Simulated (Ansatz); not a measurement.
# U-wB97M-V/STO-3G run of SO (sulfur oxide)

Aim: the electronic atomisation energy of SO (sulfur oxide) at U-wB97M-V/STO-3G, from 3 runs. 

Program for the calculation: Ansatz 0.2.0.

47 further runs of the same task are left out: 7 that didn't finish, 40 set aside as unsound or not needed.

### 1 The molecule

SO has 2 atoms, charge 0, and is taken as a triplet. As SMILES, `O=S`. The bond length is the measured one.

Bond lengths: O1–S2 1.481 Å.

### 2 A single-point energy at U-wB97M-V/STO-3G

The input, run.yaml:

```yaml
crystal:
  periodic: [false, false, false]
  atoms:
    - {symbol: O, position_ang: [0.000000, 0.000000, 0.000000]}
    - {symbol: S, position_ang: [0.000000, 0.000000, 1.481087]}
basis:
  gaussian:
    orbitals: STO-3G
magnetization:
  spin_polarized: true
  initial_magnetization: 2
hamiltonian:
  xc: {name: wB97M-V}
accuracy: high
```

Launch:

```bash
$ ansatz run run.yaml --threads 1 --pin off --max-ram 2610MiB --events-out events.jsonl --progress --plain --runs-dir runs
```

The program printed:

```text
Warning: RAYON_NUM_THREADS=1 ignored (pool sized by the plan → 1); use --threads N
Functional definition: wB97M-V
  name "wB97M-V"
  parameter omega = 0.3/bohr
  parameter cx = 0.15
  parameter cx01 = 1.007
  parameter cx10 = 0.259
  parameter css00 = 0.443
  parameter css04 = -1.437
  parameter css10 = -4.535
  parameter css20 = -3.390
  parameter css43 = 4.278
  parameter cos00 = 1.000
  parameter cos10 = 1.358
  parameter cos20 = 2.924
  parameter cos21 = -8.812
  parameter cos60 = -1.390
  parameter cos61 = 9.142
  parameter b = 6.0
  parameter c = 0.01
  gx(w, u) = 1 - cx + cx01*u + cx10*w
  gss(w, u) = css00 + css04*u^4 + css10*w + css20*w^2 + css43*w^4*u^3
  gos(w, u) = cos00 + cos10*w + (cos20 + cos21*u)*w^2 + (cos60 + cos61*u)*w^6
  exchange = spin_sum(e_x_unif_sr(omega)*gx(b97_w, b97_u_x)) + cx*exact_x_sr(omega) + exact_x_lr(omega)
  correlation = spin_sum(e_c_pw_mod_same_spin*gss(b97_w, b97_u_same))
      + integral(e_c_pw_mod_opposite_spin*gos(b97_w_opposite, b97_u_opposite)) + vv10(b, c)
224 factors; integrals over basis functions are off by at most 1.8e-8 eV
88 factors; integrals over basis functions are off by at most 1.1e-9 eV
mean field evaluation 1: about -12731.9934 eV, gradient 1.0e1 eV
mean field evaluation 2: about -12731.9759 eV, gradient 1.2e1 eV
mean field evaluation 4: about -12732.8996 eV, gradient 3.1e-1 eV
mean field evaluation 8: about -12732.9059 eV, gradient 1.8e-3 eV
mean field evaluation 16: about -12732.9059 eV, gradient 1.4e-7 eV
mean field -12732.90592193 eV, -467.9256619573 hartree, gradient 1.3e-8 eV, S^2 2.000542; 0 other end points of the search recorded, 0 dependent functions left out
reference -12732.90592304 eV, -467.9256619981 hartree; 13, 11 occupied and 1, 3 virtual orbitals, 224 factors
Total energy: -12732.90592304 eV, -467.9256619981 hartree
```

Wall time 2.9 s (1 thread of AMD EPYC 9R45 (Zen 5), shared host); peak memory 0.33 GiB.

### 3 The O atom at the same level

The input, molecule.yaml:

```yaml
crystal:
  periodic: [false, false, false]
  atoms:
    - symbol: O
      position_ang: [0.000000, 0.000000, 0.000000]
basis:
  gaussian: {orbitals: STO-3G}
magnetization: {spin_polarized: true, initial_magnetization: 2}
hamiltonian: {xc: {name: wB97M-V}}
accuracy: high
```

Launch:

```bash
$ ansatz run molecule.yaml --threads 1 --pin off --max-ram 2610MiB --events-out events.jsonl --progress --plain --runs-dir runs
```

The program printed (excerpt; [...] marks lines left out):

```text
Warning: RAYON_NUM_THREADS=1 ignored (pool sized by the plan → 1); use --threads N
[... 2 set-up lines as earlier in the session ...]
[...]
  gx(w, u) = 1 - cx + cx01*u + cx10*w
  gss(w, u) = css00 + css04*u^4 + css10*w + css20*w^2 + css43*w^4*u^3
  gos(w, u) = cos00 + cos10*w + (cos20 + cos21*u)*w^2 + (cos60 + cos61*u)*w^6
[...]
      + integral(e_c_pw_mod_opposite_spin*gos(b97_w_opposite, b97_u_opposite)) + vv10(b, c)
15 factors; integrals over basis functions are off by at most 1.1e-9 eV
15 factors; integrals over basis functions are off by at most 4.2e-10 eV
[...]
mean field -2014.77087902 eV, -74.0414641433 hartree, gradient 0.0e0 eV, S^2 2.000000; 0 other end points of the search recorded, 0 dependent functions left out
reference -2014.77087952 eV, -74.0414641616 hartree; 5, 3 occupied and 0, 2 virtual orbitals, 15 factors
Total energy: -2014.77087952 eV, -74.0414641616 hartree
```

It took 0.42 s on 1 thread of AMD EPYC 9R45 (Zen 5), shared host; peak memory 0.17 GiB.

### 4 The S atom

The input, run.yaml:

```yaml
crystal:
  periodic: [false, false, false]
  atoms:
    - {symbol: S, position_ang: [0.000000, 0.000000, 0.000000]}
basis:
  gaussian: {orbitals: STO-3G}
magnetization: {spin_polarized: true, initial_magnetization: 2}
hamiltonian: {xc: {name: wB97M-V}}
accuracy: high
```

Run the same way, it converges to -393.70975 Eh (log not shown).

### 5 Outcome

At U-wB97M-V/STO-3G:

| quantity | value |
| --- | --- |
| molecule: total energy | -467.92566 Eh |
| molecule: ⟨S²⟩ | 2.001 |
| O atom: total energy | -74.04146 Eh |
| O atom: ⟨S²⟩ | 2.000 |
| S atom: total energy | -393.70975 Eh |
| S atom: ⟨S²⟩ | 2.000 |
| electronic atomisation energy | 4.747 eV |

**Reading.** Taking the molecule apart into free atoms costs 4.75 eV (109 kcal/mol), before zero-point energy and without spin-orbit coupling. In a minimal basis such a difference can be off by several eV, whatever the method.
